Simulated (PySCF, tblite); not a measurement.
# C6H10P3−: geometry, infrared bands and NMR shifts

Wanted: the infrared bands and NMR shifts of C6H10P3− (`CCc1ppc(CC)[p-]1`), by calculation.

The runs use tblite 0.8.0 and PySCF 2.14.0, with density-fitted response routines of our own; the level of theory stands in each step. All values are computed, except where a source is named. Atoms are numbered from 0 throughout.

## Step 1: The starting structure

19 atoms, charge -1, multiplicity 1; geometry from: force field or distance geometry start.

Bonds of the start (Å): C0–C1 1.52, C1–C2 1.51, C2–P3 1.75, P3–P4 2.23, P4–C5 1.73, C5–C6 1.50, C6–C7 1.53, C5–P8 1.89, P8–C2 1.89, C0–H9 1.09, C0–H10 1.09, C0–H11 1.11, C1–H12 1.10, C1–H13 1.08, C6–H14 1.09, C6–H15 1.10, C7–H16 1.10, C7–H17 1.09, C7–H18 1.09.

## Step 2: Relaxing the molecule with GFN2-xTB

Job settings and geometry (Å):

```
{"job": {"kind": "relax", "xc": "GFN2-xTB", "basis": "xTB"}, "charge": -1, "multiplicity": 1}
C     -3.186100     0.753700     1.065100
C     -2.984000    -0.142500    -0.145900
C     -1.622300     0.073900    -0.752600
P     -1.126000     0.996800    -2.156200
P      1.085400     0.714700    -2.264600
C      1.502300    -0.310400    -0.935000
C      2.820900    -0.859400    -0.465800
C      3.385800    -0.050000     0.700800
P     -0.083800    -0.719000    -0.001000
H     -3.085100     1.809700     0.797000
H     -2.479100     0.538300     1.861300
H     -4.205300     0.612000     1.472700
H     -3.086900    -1.196800     0.163600
H     -3.746000     0.064900    -0.888000
H      3.529000    -0.824200    -1.292600
H      2.693800    -1.910000    -0.159000
H      2.723600    -0.098100     1.574000
H      3.493900     0.993900     0.422900
H      4.360100    -0.438200     0.995700
```

Started as:

```bash
OMP_NUM_THREADS=1 python probes_run.py task.json out
```

This one command runs all jobs of the session in turn.

**Question.** This job is followed by: GFN2-xTB harmonic vibrations, gas phase; GIAO PBE0/pcSseg-1 NMR shielding, non-relativistic, gas phase. Predict these results of the whole session: strongest single infrared mode (GFN2-xTB); zero-point energy (GFN2-xTB); ¹³C shifts against TMS (PBE0/pcSseg-1, means over atoms taken as alike); ¹H shifts against TMS (PBE0/pcSseg-1, means over atoms taken as alike); ³¹P shifts against H3PO4 (PBE0/pcSseg-1, means over atoms taken as alike).

**Answer**, as computed:

| quantity | value |
| --- | --- |
| strongest single infrared mode (GFN2-xTB) | 2974 cm⁻¹, 251 km/mol |
| zero-point energy (GFN2-xTB) | 91.6 kcal/mol |
| ¹³C shifts against TMS (PBE0/pcSseg-1, means over atoms taken as alike) | 211.3, 36.0, 30.6 ppm |
| ¹H shifts against TMS (PBE0/pcSseg-1, means over atoms taken as alike) | 3.43, 1.32 ppm |
| ³¹P shifts against H3PO4 (PBE0/pcSseg-1, means over atoms taken as alike) | 273.2, 257.1 ppm |

What this shows: The optimisation took 43 steps and gained 1.315 eV; among the close pairs (by a distance rule), C2–P8 changed most, from 1.887 to 1.743 Å. All 51 modes are real, so the xTB geometry is a minimum. GFN2-xTB is a fitted tight-binding method: band positions and strengths are rough. Its intensities can rank the bands wrongly. At PBE0/pcSseg-1: The largest span, 418 ppm, is at P3, P4, where the paramagnetic term is -927 ppm. NICS(1)zz of -25 ppm above the planar ring from C2 marks a diatropic (aromatic) ring current.
